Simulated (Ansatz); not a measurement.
# Y3NbO2: the cost of one run

Program: Ansatz 0.2.0. Level of theory: DFT PBE, scalar-relativistic, plane waves, PAW. These are calculated values, not measurements.

1 further run of the same task is left out (set aside as unsound or not needed). Runs told in other sessions of the task aren't counted.

## (1) The structure to begin with

It takes space group P-4m2 (No. 115, tetragonal). The conventional cell has a = 3.608 Å, b = 3.608 Å, c = 7.948 Å, α = 90.00°, β = 90.00°, γ = 90.00°. Y (site symmetry -4m2) is surrounded by 4 Nb at 2.55 Å and 4 O at 2.76 Å. Around Y (site symmetry 2mm) lie 5 O at 2.71 to 2.85 Å. Nb (site symmetry -4m2) has 4 Y at 2.55 Å and 4 O at 2.76 Å in its first shell of neighbours. O (site symmetry 2mm) has 7 Y at 2.71 to 2.85 Å and 2 Nb at 2.76 Å in its first shell of neighbours.

Structure file:

```
CELL_PARAMETERS angstrom
3.60791 0.00000 0.00000
0.00000 3.60791 0.00000
0.00000 0.00000 7.94830
ATOMIC_POSITIONS crystal
Y 0.50000 0.50000 0.00000
Y 0.00000 0.50000 0.37863
Y 0.50000 0.00000 0.62137
Nb 0.00000 0.00000 0.00000
O 0.00000 0.50000 0.73761
O 0.50000 0.00000 0.26239
```

A structure generator made this guess: species swapped into a database cell of Zr2CuSb3 (P-4m2, No. 115), with O on the Zr sites, Nb on the Cu sites and Y on the Sb sites. Its size is a rough estimate.

## (2) A first look at the guess

The input, input.yaml:

```yaml
crystal:
  lattice:
    - [3.6079116, 0.0, 0.0]
    - [0.0, 3.6079116, 0.0]
    - [0.0, 0.0, 7.9483032]
  atoms:
    - { symbol: "Y", position: [0.5, 0.5, 0.0] }
    - { symbol: "Y", position: [0.0, 0.5, 0.37862599] }
    - { symbol: "Y", position: [0.5, 0.0, 0.62137401] }
    - { symbol: Nb, position: [0.0, 0.0, 0.0] }
    - { symbol: O, position: [0.0, 0.5, 0.73761201] }
    - { symbol: O, position: [0.5, 0.0, 0.26238799] }
basis:
  ecutwfc: 420
kpoints:
  mp_grid: { grid: [6, 6, 2] }
hamiltonian:
  xc: pbe
scf:
  occupations: { method: gaussian, width: 0.1 }
  lower_state_search: "off"
output:
  forces: true
  stress: true
  eigenvalues: true
```

Started as:

```console
$ ansatz run input.yaml --threads 1 --pin off --max-ram 2560MiB --backend cpu --events-out ev --progress --plain --runs-dir out
```

Q: Estimate wall time and peak memory on 1 thread of Intel Xeon 6975P-C (Granite Rapids), shared host.

About 3.5 s, with a peak of 0.38 GiB.
